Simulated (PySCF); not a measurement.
# GaP⁻ (quartet): basis, grid and Hamiltonian

The method stays; parts of the set-up, such as the basis or the Hamiltonian, are changed.

Computed with PySCF 2.14.0. Level: each script names its method and basis.

1 further run of the same task is left out (it didn't finish).

## Step 1: The starting structure

GaP⁻ (quartet): 2 atoms, charge -1, spin multiplicity 4.

Bond lengths: Ga1–P2 2.133 Å.

## Step 2: Base script

input.py

```python
from pyscf import gto, scf, tdscf

mol = gto.M(
    atom='Ga 0 0 0; P 0 0 2.133',
    basis='cc-pvdz',
    charge=-1,
    spin=3,
    verbose=4,
)
mf = scf.UHF(mol)
mf = mf.density_fit(auxbasis='def2-universal-jkfit')
mf.kernel()
td = tdscf.TDA(mf)
td.nstates = 4
td.kernel()
td.analyze()
mf.dip_moment()
print('orbital energies (hartree):', [e[max(0, n-3):n+3].round(4) for e, n in zip(mf.mo_energy, mol.nelec)])
```

Launch:

```bash
$ python input.py
```

Its log is not repeated here.

It gives: E(SCF) = -2263.889143 Eh, ⟨S²⟩ = 3.770, excitations 0.39, 0.80, 1.30, 2.71 eV.

The bond length is a typed value, not an optimised one. The dipole of an ion depends on the origin. The quartet is typed in the script; nothing here shows that it is the ground state.

## Step 3: Density fitting weigend

Variant 1 changes density fitting: def2-universal-jkfit → weigend.

input.py

```python
from pyscf import gto, scf, tdscf

mol = gto.M(
    atom='Ga 0 0 0; P 0 0 2.133',
    basis='cc-pvdz',
    charge=-1,
    spin=3,
    verbose=4,
)
mf = scf.UHF(mol)
mf = mf.density_fit(auxbasis='weigend')
mf.kernel()
td = tdscf.TDA(mf)
td.nstates = 4
td.kernel()
td.analyze()
mf.dip_moment()
print('orbital energies (hartree):', [e[max(0, n-3):n+3].round(4) for e, n in zip(mf.mo_energy, mol.nelec)])
```

Launch:

```bash
$ python input.py
```

## Step 4: Density fitting none

Variant 2 changes density fitting: def2-universal-jkfit → none.

Edit input.py of step 2 so:

```diff
@@ -10,3 +10,2 @@
 mf = scf.UHF(mol)
-mf = mf.density_fit(auxbasis='def2-universal-jkfit')
 mf.kernel()
```

## Step 5: Ano-rcc-vdzp (X2C on)

Variant 3 changes basis set: cc-pvdz → ano-rcc-vdzp; spin-free X2C: off → on.

Edit input.py of step 2 so:

```diff
@@ -4,3 +4,3 @@
     atom='Ga 0 0 0; P 0 0 2.133',
-    basis='cc-pvdz',
+    basis='ano-rcc-vdzp',
     charge=-1,
@@ -10,2 +10,3 @@
 mf = scf.UHF(mol)
+mf = mf.sfx2c1e()
 mf = mf.density_fit(auxbasis='def2-universal-jkfit')
```

## Step 6: Cartesian functions on

Variant 4 changes Cartesian functions: off → on.

Edit input.py of step 2 so:

```diff
@@ -7,2 +7,3 @@
     spin=3,
+    cart=True,
     verbose=4,
```

Before running it: what results should come out? Wanted: for each run, E(SCF); from base; gap, α spin; after the SCF.

As calculated:

| run | E(SCF) (hartree) | from base (eV) | cycles | gap, α spin (eV) | functions | after the SCF |
| --- | --- | --- | --- | --- | --- | --- |
| base | -2263.889143 | 0 | 17 | 6.33 | 45 | lowest root found 0.39 eV |
| density fitting weigend | -2243.773038 | +547.3871 | 18 | 5.45 | 45 | lowest root found 0.76 eV |
| density fitting none | -2263.889242 | -0.0027 | 17 | 6.32 | 45 | lowest root found 0.39 eV |
| ano-rcc-vdzp (X2C on) | -2283.703730 | not comparable | 18 | 6.64 | 45 | lowest root found 0.37 eV |
| Cartesian functions on | -2263.890139 | -0.0271 | 17 | 6.33 | 48 | lowest root found 0.39 eV |

What this shows: The highest filled level of this anion is positive: the basis lacks diffuse functions or the electron is not bound, so these numbers hang on the basis. The largest comparable shift of the SCF energy, +547.387 eV, comes with the run “density fitting weigend”.
